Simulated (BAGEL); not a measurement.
# CH3BFNS (SMILES B/N=C(/F)S) at 4 levels

Wanted: a comparison of 4 runs (B3LYP/6-31G*, B3LYP/cc-pVDZ, PBE0/cc-pVDZ, RI-MP2/cc-pVDZ) of CH3BFNS. 

Program for the calculation: BAGEL 1.2.2.

### 1 The molecule

The species is CH3BFNS (8 atoms), meant as a singlet with charge 0. SMILES: `B/N=C(/F)S`. The shape is that of a PBE0-D4/def2-TZVP optimisation. This is one conformer, not always the lowest.

Bond lengths: B1–N2 1.367 Å, N2–C3 1.224 Å, C3–F4 1.342 Å, C3–S5 1.753 Å, B1–H6 1.197 Å, B1–H7 1.197 Å, S5–H8 1.342 Å. Angles: B1–N2–C3 176.2°, N2–C3–F4 121.9°, N2–C3–S5 125.2°, F4–C3–S5 112.9°, N2–B1–H6 119.0°, N2–B1–H7 119.0°, C3–S5–H8 95.4°, H6–B1–H7 122.1°.

### 2 The energy at B3LYP/6-31G(d) (density fitting with qzvpp-jkfit, spherical functions) (run 1)

Contents of calc.json:

```json
{ "bagel": [

{
  "title": "molecule",
  "basis": "6-31gs.json",
  "df_basis": "qzvpp-jkfit",
  "angstrom": "true",
  "geometry": [
    { "atom": "B", "xyz": [      -0.068900,       1.790800,       0.172800 ] },
    { "atom": "N", "xyz": [      -0.014600,       0.455500,      -0.115700 ] },
    { "atom": "C", "xyz": [       0.037700,      -0.753800,      -0.294100 ] },
    { "atom": "F", "xyz": [       0.021200,      -1.289400,      -1.524200 ] },
    { "atom": "S", "xyz": [       0.140300,      -1.959800,       0.974400 ] },
    { "atom": "H", "xyz": [      -1.137200,       2.307000,       0.328700 ] },
    { "atom": "H", "xyz": [       0.953200,       2.407400,       0.256800 ] },
    { "atom": "H", "xyz": [       0.160500,      -3.014800,       0.145300 ] }
  ]
},

{ "title": "ks", "xc_func": "b3lyp" },

{ "title": "print", "file": "orbitals.molden", "orbitals": "true" }

]}
```

The basis set 6-31G* is read from a file made from the Basis Set Exchange's data (not shown).

Command:

```sh
$ BAGEL_NUM_THREADS=1 BAGEL calc.json > calc.out
```

Output:

```text
* using 1 threads per process

  ===============================================================
  ===============================================================

  *** Geometry ***

  { "atom" : "B", "xyz" : [     -0.130202,      3.384122,      0.326545 ] },
  { "atom" : "N", "xyz" : [     -0.027590,      0.860770,     -0.218641 ] },
  { "atom" : "C", "xyz" : [      0.071243,     -1.424476,     -0.555768 ] },
  { "atom" : "F", "xyz" : [      0.040062,     -2.436613,     -2.880321 ] },
  { "atom" : "S", "xyz" : [      0.265129,     -3.703485,      1.841349 ] },
  { "atom" : "H", "xyz" : [     -2.148997,      4.359598,      0.621153 ] },
  { "atom" : "H", "xyz" : [      1.801287,      4.549327,      0.485282 ] },
  { "atom" : "H", "xyz" : [      0.303301,     -5.697146,      0.274577 ] },

  Number of auxiliary basis functions:      486

  Since a DF basis is specified, we compute 2- and 3-index integrals:
    o Being stored without compression. Storage requirement is 0.025 GB

  Number of basis functions:       80
  Number of electrons      :       46

    * METHOD: MOLECULE                             0.23

  *** Kohn-Sham DFT ***

    * Removing 14206 points whose weight is below 1.00e-10
    * Grid points: 105042

  === Nuclear Repulsion ===
   199.9519292812

       - DIIS with orbital gradients will be used.

  === KS iteration (b3lyp / 6-31gs.json) ===
      0       -581.74972554          0.13550277           0.37
      1       -503.19080943          0.20446382           0.35
      2       -535.52869988          0.18242444           0.34
      3       -604.52403801          0.12119942           0.34
      4       -613.75458075          0.07033125           0.34
      5       -613.75268361          0.08621943           0.34
      6       -616.96080259          0.03418474           0.34
      7       -617.08353495          0.02907508           0.34
      8       -617.04314903          0.03376739           0.34
      9       -617.48566183          0.01062405           0.35
     10       -617.52635203          0.00428490           0.34
     11       -617.53806022          0.00091283           0.34
     12       -617.53836021          0.00018960           0.36
     13       -617.53836630          0.00016525           0.35
     14       -617.53838084          0.00001018           0.34
     15       -617.53838089          0.00000403           0.34
     16       -617.53838090          0.00000103           0.34
     17       -617.53838090          0.00000058           0.40
     18       -617.53838090          0.00000016           0.34
     19       -617.53838090          0.00000010           0.34
     20       -617.53838090          0.00000002           0.34
     21       -617.53838090          0.00000001           0.34
    * SCF iteration converged.

    * Permanent dipole moment:
           (   -0.037289,     0.774668,    -0.014482) a.u.

    * METHOD: KS                                   8.15

    * METHOD: PRINT                                0.01

  ===============================================================
```

It took 8.7 s on 1 thread of Intel Xeon Platinum 8488C (Sapphire Rapids), shared host; peak memory 0.41 GiB.

### 3 The energy at B3LYP/cc-pVDZ (density fitting with qzvpp-jkfit) (run 2)

Contents of input.json:

```json
{ "bagel": [

{
  "title": "molecule",
  "basis": "cc-pvdz.json",
  "df_basis": "qzvpp-jkfit",
  "angstrom": true,
  "geometry": [
    { "atom": "B", "xyz": [      -0.068900,       1.790800,       0.172800 ] },
    { "atom": "N", "xyz": [      -0.014600,       0.455500,      -0.115700 ] },
    { "atom": "C", "xyz": [       0.037700,      -0.753800,      -0.294100 ] },
    { "atom": "F", "xyz": [       0.021200,      -1.289400,      -1.524200 ] },
    { "atom": "S", "xyz": [       0.140300,      -1.959800,       0.974400 ] },
    { "atom": "H", "xyz": [      -1.137200,       2.307000,       0.328700 ] },
    { "atom": "H", "xyz": [       0.953200,       2.407400,       0.256800 ] },
    { "atom": "H", "xyz": [       0.160500,      -3.014800,       0.145300 ] }
  ]
},

{
  "title": "ks",
  "xc_func": "b3lyp"
},

{
  "title": "print",
  "file": "orbitals.molden",
  "orbitals": true
}

]}
```

The basis set cc-pVDZ is read from a file made from the Basis Set Exchange's data (not shown).

Command:

```sh
$ BAGEL_NUM_THREADS=1 BAGEL input.json > input.out
```

Output:

```text
* using 1 threads per process

  ===============================================================
  ===============================================================

  *** Geometry ***

  { "atom" : "B", "xyz" : [     -0.130202,      3.384122,      0.326545 ] },
  { "atom" : "N", "xyz" : [     -0.027590,      0.860770,     -0.218641 ] },
  { "atom" : "C", "xyz" : [      0.071243,     -1.424476,     -0.555768 ] },
  { "atom" : "F", "xyz" : [      0.040062,     -2.436613,     -2.880321 ] },
  { "atom" : "S", "xyz" : [      0.265129,     -3.703485,      1.841349 ] },
  { "atom" : "H", "xyz" : [     -2.148997,      4.359598,      0.621153 ] },
  { "atom" : "H", "xyz" : [      1.801287,      4.549327,      0.485282 ] },
  { "atom" : "H", "xyz" : [      0.303301,     -5.697146,      0.274577 ] },

  Number of auxiliary basis functions:      486

  Since a DF basis is specified, we compute 2- and 3-index integrals:
    o Being stored without compression. Storage requirement is 0.031 GB

  Number of basis functions:       89
  Number of electrons      :       46

    * METHOD: MOLECULE                             0.23

  *** Kohn-Sham DFT ***

    * Removing 14206 points whose weight is below 1.00e-10
    * Grid points: 105042

  === Nuclear Repulsion ===
   199.9519292812

       - DIIS with orbital gradients will be used.

  === KS iteration (b3lyp / cc-pvdz.json) ===
      0       -582.30844986          0.09923769           0.41
      1       -507.23226649          0.16400617           0.40
      2       -536.51748841          0.18267641           0.40
      3       -606.92760291          0.07347790           0.40
      4       -615.81712349          0.05317144           0.40
      5       -617.49282400          0.01088779           0.40
      6       -617.52085882          0.00855589           0.40
      7       -617.57703041          0.00126110           0.40
      8       -617.57827550          0.00045084           0.40
      9       -617.57842557          0.00012337           0.40
     10       -617.57843767          0.00005292           0.40
     11       -617.57843993          0.00001049           0.40
     12       -617.57843999          0.00000494           0.40
     13       -617.57844001          0.00000107           0.40
     14       -617.57844001          0.00000049           0.40
     15       -617.57844001          0.00000018           0.39
     16       -617.57844001          0.00000006           0.40
     17       -617.57844001          0.00000003           0.39
     18       -617.57844001          0.00000001           0.40
    * SCF iteration converged.

    * Permanent dipole moment:
           (   -0.041011,     0.803528,    -0.079740) a.u.

    * METHOD: KS                                   8.22

    * METHOD: PRINT                                0.01

  ===============================================================
```

Wall time 8.7 s (1 thread of Intel Xeon Platinum 8488C (Sapphire Rapids), shared host); peak memory 0.45 GiB.

Run 3 isn't shown in full; the table further down has it.

### 4 A single-point energy at RI-MP2/cc-pVDZ (density fitting with qzvpp-jkfit) (run 4)

Contents of input.json:

```json
{ "bagel": [

{
  "title": "molecule",
  "basis": "cc-pvdz.json",
  "df_basis": "qzvpp-jkfit",
  "angstrom": "true",
  "geometry": [
    { "atom": "B", "xyz": [   -0.068900,    1.790800,    0.172800 ] },
    { "atom": "N", "xyz": [   -0.014600,    0.455500,   -0.115700 ] },
    { "atom": "C", "xyz": [    0.037700,   -0.753800,   -0.294100 ] },
    { "atom": "F", "xyz": [    0.021200,   -1.289400,   -1.524200 ] },
    { "atom": "S", "xyz": [    0.140300,   -1.959800,    0.974400 ] },
    { "atom": "H", "xyz": [   -1.137200,    2.307000,    0.328700 ] },
    { "atom": "H", "xyz": [    0.953200,    2.407400,    0.256800 ] },
    { "atom": "H", "xyz": [    0.160500,   -3.014800,    0.145300 ] }
  ]
},
{ "title": "hf" },
{ "title": "mp2", "ncore": 9 }

]}
```

The basis set cc-pVDZ is read from a file made from the Basis Set Exchange's data (not shown).

Command:

```sh
$ BAGEL_NUM_THREADS=1 BAGEL input.json > input.out
```

Output:

```text
* using 1 threads per process

  ===============================================================
  ===============================================================

  *** Geometry ***

  { "atom" : "B", "xyz" : [     -0.130202,      3.384122,      0.326545 ] },
  { "atom" : "N", "xyz" : [     -0.027590,      0.860770,     -0.218641 ] },
  { "atom" : "C", "xyz" : [      0.071243,     -1.424476,     -0.555768 ] },
  { "atom" : "F", "xyz" : [      0.040062,     -2.436613,     -2.880321 ] },
  { "atom" : "S", "xyz" : [      0.265129,     -3.703485,      1.841349 ] },
  { "atom" : "H", "xyz" : [     -2.148997,      4.359598,      0.621153 ] },
  { "atom" : "H", "xyz" : [      1.801287,      4.549327,      0.485282 ] },
  { "atom" : "H", "xyz" : [      0.303301,     -5.697146,      0.274577 ] },

  Number of auxiliary basis functions:      486

  Since a DF basis is specified, we compute 2- and 3-index integrals:
    o Being stored without compression. Storage requirement is 0.031 GB

  Number of basis functions:       89
  Number of electrons      :       46

    * METHOD: MOLECULE                             0.24

  *** RHF ***

  === Nuclear Repulsion ===
   199.9519292812

      * DIIS with orbital gradients will be used.

  === RHF iteration (cc-pvdz.json) ===
      0       -615.46669504          0.01768504           0.07
      1       -615.62097136          0.01331256           0.06
      2       -615.72309306          0.00168642           0.07
      3       -615.72633130          0.00065514           0.06
      4       -615.72678537          0.00020905           0.06
      5       -615.72687696          0.00009085           0.06
      6       -615.72688992          0.00004211           0.06
      7       -615.72689239          0.00000950           0.07
      8       -615.72689250          0.00000312           0.06
      9       -615.72689251          0.00000114           0.06
     10       -615.72689252          0.00000045           0.06
     11       -615.72689252          0.00000016           0.07
     12       -615.72689252          0.00000007           0.07
     13       -615.72689252          0.00000003           0.07
     14       -615.72689252          0.00000001           0.07
    * SCF iteration converged.

    * Permanent dipole moment:
           (   -0.039973,     0.723854,    -0.163266) a.u.

    * METHOD: HF                                   1.16

  *** RHF ***

  === Nuclear Repulsion ===
   199.9519292812

      * DIIS with orbital gradients will be used.

  === RHF iteration (cc-pvdz.json) ===
      0       -615.72689252          0.00000001           0.06
    * SCF iteration converged.

    * Permanent dipole moment:
           (   -0.039973,     0.723854,    -0.163266) a.u.

  === DF-MP2 calculation ===

    * freezing 9 orbitals
    * 3-index integral transformation done
    * assembly done

      MP2 correlation energy:   -0.6906287605      0.04

      MP2 total energy:       -616.4175212772

    * METHOD: MP2                                  0.19

  ===============================================================
```

Run time: 1.8 s. Hardware: 1 thread of Intel Xeon Platinum 8488C (Sapphire Rapids), shared host; peak memory 0.12 GiB.

### 5 The series

```csv
run,level,frozen core orbitals,energy (Eh),dipole moment (D),HOMO energy (eV),LUMO energy (eV),wall time
1,"B3LYP/6-31G* (density fitting with qzvpp-jkfit, spherical functions)",–,-617.538381,1.97,-7.29,-0.41,8.7 s
2,B3LYP/cc-pVDZ (density fitting with qzvpp-jkfit),–,-617.578440,2.06,-7.31,-0.62,8.7 s
3,PBE0/cc-pVDZ (density fitting with qzvpp-jkfit),–,-617.180148,2.03,-7.57,-0.44,9 s
4,RI-MP2/cc-pVDZ (density fitting with qzvpp-jkfit),9,-616.417521,–,–,–,1.8 s
```

### 6 Summary of results

| quantity | value |
| --- | --- |
| run 4: total energy | -616.41752 Eh |
| run 4: correlation energy (9 core orbitals frozen) | -690.6 mEh |

**Reading.** Over runs 1, 2, 3 the dipole moment (its size) runs from 1.97 D (B3LYP/6-31G*) to 2.06 D (B3LYP/cc-pVDZ). Over runs 1, 2, 3 the HOMO–LUMO gap runs from 6.70 eV (B3LYP/cc-pVDZ) to 7.13 eV (PBE0/cc-pVDZ). Totals of different functionals can't be ranked against each other. All runs together took 28 s, the longest 9 s.
